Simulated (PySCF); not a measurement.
# Pb (triplet): the SCF solver's settings

Aim: find out which solver settings change the answer for Pb (triplet).

Method: each script names its method and basis; program: PySCF 2.14.0.

6 further runs of the same task are left out: 1 for a known fault of the program, 5 that didn't finish.

### 1 The atom

Pb (triplet): 1 atom, charge 0, spin multiplicity 3.

### 2 The base run

File input.py:

```python
from pyscf import gto, scf, mp

mol = gto.M(
    atom='Pb 0 0 0',
    basis='jorge-dzp',
    charge=0,
    spin=2,
    symmetry=True,
    verbose=4,
)
mf = scf.UHF(mol)
mf.kernel()
mp.MP2(mf).kernel()
mf.dip_moment()
print('orbital energies (hartree):', [e[max(0, n-3):n+3].round(4) for e, n in zip(mf.mo_energy, mol.nelec)])
```

The run is started by

```
$ OMP_NUM_THREADS=1 python input.py
```

Its log is not repeated here.

In short: E(SCF) = -19511.984889 Eh, 8 cycles, E(MP2) − E(SCF) = -0.44089 Eh, ⟨S²⟩ = 2.001.

No relativity is included for the heavy element. The triplet is typed in the script; nothing here shows that it is the ground state.

### 3 DIIS space 20

Edit 1 changes DIIS space: default → 20.

File input.py:

```python
from pyscf import gto, scf, mp

mol = gto.M(
    atom='Pb 0 0 0',
    basis='jorge-dzp',
    charge=0,
    spin=2,
    symmetry=True,
    verbose=4,
)
mf = scf.UHF(mol)
mf.diis_space = 20
mf.kernel()
mp.MP2(mf).kernel()
mf.dip_moment()
print('orbital energies (hartree):', [e[max(0, n-3):n+3].round(4) for e, n in zip(mf.mo_energy, mol.nelec)])
```

The run is started by

```
$ OMP_NUM_THREADS=1 python input.py
```

### 4 Initial guess sap

Edit 2 changes initial guess: minao → sap.

Changes to input.py since step 2:

```diff
@@ -11,2 +11,3 @@
 mf = scf.UHF(mol)
+mf.init_guess = 'sap'
 mf.kernel()
```

### 5 Initial guess chk

Edit 3 changes initial guess: minao → chk.

Changes to input.py since step 2:

```diff
@@ -11,2 +11,3 @@
 mf = scf.UHF(mol)
+mf.init_guess = 'chk'
 mf.kernel()
```

### 6 Smearing width 0.001 hartree

Edit 4 changes smearing width: none → 0.001 hartree; step after the SCF: mp2 → none.

Changes to input.py since step 2:

```diff
@@ -1,2 +1,2 @@
-from pyscf import gto, scf, mp
+from pyscf import gto, scf
 
@@ -11,4 +11,4 @@
 mf = scf.UHF(mol)
+mf = scf.addons.smearing_(mf, sigma=0.001, method='fermi')
 mf.kernel()
-mp.MP2(mf).kernel()
 mf.dip_moment()
```

### 7 Convergence threshold 1e-07 hartree

Edit 5 changes convergence threshold: default → 1e-07 hartree.

Changes to input.py since step 2:

```diff
@@ -11,2 +11,3 @@
 mf = scf.UHF(mol)
+mf.conv_tol = 1e-07
 mf.kernel()
```

### 8 Level shift 0.3 hartree

Edit 6 changes level shift: none → 0.3 hartree.

Changes to input.py since step 2:

```diff
@@ -11,2 +11,3 @@
 mf = scf.UHF(mol)
+mf.level_shift = 0.3
 mf.kernel()
```

Q: Predict the outcome of this session. Wanted: for each run, E(SCF); from base; gap, α spin; after the SCF.

The runs gave:

```csv
run,E(SCF) (hartree),from base (eV),cycles,"gap, α spin (eV)",after the SCF
base,-19511.984889,0,8,6.32,MP2 correlation -11.997 eV
DIIS space 20,-19511.984889,0.0000,8,6.32,MP2 correlation -11.997 eV
initial guess sap,-19511.984901,-0.0003,8,6.32,MP2 correlation -11.997 eV
initial guess chk,-19511.984889,0.0000,8,6.32,MP2 correlation -11.997 eV
smearing width 0.001 hartree,-19511.803199,+4.9441,12,n/a,n/a
convergence threshold 1e-07 hartree,-19511.984889,0.0000,7,6.32,MP2 correlation -11.997 eV
level shift 0.3 hartree,-19511.984889,0.0000,11,6.32,MP2 correlation -11.997 eV
```

Distance from each run's final energy (log10 hartree) by cycle:

```csv
run,cycle 1,cycle 2,cycle 3,cycle 5,cycle 8,cycle 12
base,-1.1,-2.8,-3.8,-5.7,< -11,done
DIIS space 20,-1.1,-2.8,-3.8,-5.7,< -11,done
initial guess sap,-1.0,-1.9,-4.0,-7.3,< -11,done
initial guess chk,-1.1,-2.8,-3.8,-5.7,< -11,done
smearing width 0.001 hartree,-1.1,-2.7,-3.6,-6.4,-7.9,< -11
convergence threshold 1e-07 hartree,-1.1,-2.8,-3.8,-5.7,done,done
level shift 0.3 hartree,-1.1,-2.6,-3.3,-4.6,-7.1,done
```

In words: With DIIS space 20 or initial guess chk or convergence threshold 1e-07 hartree or level shift 0.3 hartree the SCF ends at the base energy. PySCF falls back to minao for a guess that it doesn't know or can't read, so that run repeats the base. Of the runs whose energies can be compared, “smearing width 0.001 hartree” moves the SCF energy most (+4.944 eV). The base needs 8 cycles and the run with level shift 0.3 hartree needs 11. The cycles with DIIS space 20 repeat those of the base digit for digit, so the setting never acted.
